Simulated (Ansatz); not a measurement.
The system is AlCo4.

```
Co Al
1.0
     1.28934    0.74440    9.97436
    -1.28934    0.74440    9.97436
     0.00000   -1.48880    9.97436
Co Al
4 1
Direct
  0.40114 0.40114 0.40114
  0.79968 0.79968 0.79968
  0.20032 0.20032 0.20032
  0.59886 0.59886 0.59886
  0.00000 0.00000 0.00000
```

The cell comes from a database or a generator and needn't be the stable form of this composition.

Base run:

| Quantity | Value |
| --- | --- |
| Program | Ansatz 0.2.0 |
| Functional | PBEsol |
| Potentials or basis | Ansatz PAW |
| Cutoff | 420 eV (not typed: the program's choice for these potentials) |
| k mesh | 12 × 12 × 12 |
| Occupations | fermi-dirac, width 0.05 eV |
| Spin | collinear spin, ferromagnetic start |
| Starting moments | [3.5, 3.5, 3.5, 3.5, 0.0] μB |

Its results: band gap on the k mesh none (metal or under the smearing width); pressure -7.8 GPa; largest force 0.195 eV/Å.

Question: The run is repeated on the same cell with these changes: spin from collinear spin, ferromagnetic start to no spin polarisation. What comes out?

Answer: Band gap on the k mesh none (metal or under the smearing width); pressure -16.0 GPa; largest force 0.242 eV/Å.

Caveats: the PAW data sets come from PBE, with cores solved anew for the run's functional, which leaves a small shift of forces and pressure.
